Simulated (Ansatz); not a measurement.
# CH6ClNSSi: how energies converge with the basis set

How large a basis does CH6ClNSSi need? Two functionals are run in growing sets.

Method: one geometry, several basis sets; program: Ansatz 0.2.0, Gaussian basis.

Levels to be run: PBE0-D4/def2-SVP; ωB97M-V/def2-SVP; PBE0-D4/def2-QZVPP; ωB97M-V/def2-QZVPP; the functionals' def2-TZVPP values are taken from earlier runs.

## 1. The geometry

An earlier PBE0-D4 in a triple-zeta def2 set relaxation fixed the geometry.

11 atoms, charge 0, spin multiplicity 1.

Atoms are counted from 1 here; the program's logs count them from 0.

Bond lengths: C1–S2 1.817 Å, C1–H6 1.089 Å, C1–H7 1.089 Å, C1–H8 1.089 Å, S2–Si3 2.108 Å, Si3–N4 1.703 Å, Si3–Cl5 2.061 Å, Si3–H9 1.481 Å, N4–H10 1.006 Å, N4–H11 1.007 Å. Angles: S2–C1–H6 106.8°, S2–C1–H7 110.7°, S2–C1–H8 110.3°, H6–C1–H7 109.6°, H6–C1–H8 109.4°, H7–C1–H8 110.0°, C1–S2–Si3 100.1°, S2–Si3–N4 110.5°, S2–Si3–Cl5 113.5°, S2–Si3–H9 104.5°, N4–Si3–Cl5 104.2°, N4–Si3–H9 117.6°, Cl5–Si3–H9 106.8°, Si3–N4–H10 120.9°, Si3–N4–H11 120.8°, H10–N4–H11 112.8°.

Coordinates:

```xyz
11
CH6ClNSSi
C    -0.4404    1.3645   -1.1947
S     1.0951    1.2462   -0.2299
Si    0.5895   -0.3264    1.0797
N     0.1078   -1.7032    0.2014
Cl   -1.0276    0.0974    2.2854
H    -0.2248    1.9979   -2.0541
H    -0.7555    0.3802   -1.5372
H    -1.2286    1.8206   -0.5975
H     1.7645   -0.4578    1.9719
H    -0.5187   -2.3804    0.6036
H     0.7042   -2.0958   -0.5082
```

## 2. PBE0-D4 in def2-SVP

in.yaml

```yaml
crystal:
  periodic: [false, false, false]
  atoms:
    - {symbol: C, position_ang: [-0.440360, 1.364464, -1.194670]}
    - {symbol: S, position_ang: [1.095074, 1.246203, -0.229896]}
    - {symbol: Si, position_ang: [0.589505, -0.326410, 1.079727]}
    - {symbol: N, position_ang: [0.107785, -1.703239, 0.201377]}
    - {symbol: Cl, position_ang: [-1.027563, 0.097393, 2.285430]}
    - {symbol: H, position_ang: [-0.224836, 1.997910, -2.054051]}
    - {symbol: H, position_ang: [-0.755519, 0.380205, -1.537173]}
    - {symbol: H, position_ang: [-1.228572, 1.820579, -0.597498]}
    - {symbol: H, position_ang: [1.764489, -0.457769, 1.971929]}
    - {symbol: H, position_ang: [-0.518731, -2.380424, 0.603574]}
    - {symbol: H, position_ang: [0.704230, -2.095811, -0.508249]}
basis:
  gaussian: {orbitals: def2-SVP}
hamiltonian: {xc: pbe0, dispersion: d4}
output: {orbitals: {seedname: orbitals}}
```

Launch:

```bash
$ ansatz run in.yaml --threads 4 --pin off --events-out ev --progress --plain --max-ram 10444MiB
```

After this run come: ωB97M-V in def2-SVP; PBE0-D4 in def2-QZVPP; ωB97M-V in def2-QZVPP.

Q: Predict the results of all the runs planned. Wanted: PBE0-D4: double and triple zeta above quadruple; ωB97M-V: double and triple zeta above quadruple.

As calculated:

```
                                       quantity           value
PBE0-D4: double and triple zeta above quadruple  15.26, 1.13 eV
ωB97M-V: double and triple zeta above quadruple  15.29, 1.07 eV
```

**Reading.** PBE0-D4 gains 14.13 eV from double to triple zeta, then 1.13 eV more. These are total energies; as a rule much of such shifts cancels in differences, which this series doesn't test. The LUMO of ωB97M-V is positive and keeps falling with the basis (2.77 to 1.43 eV): an unbound level that the basis holds in place.
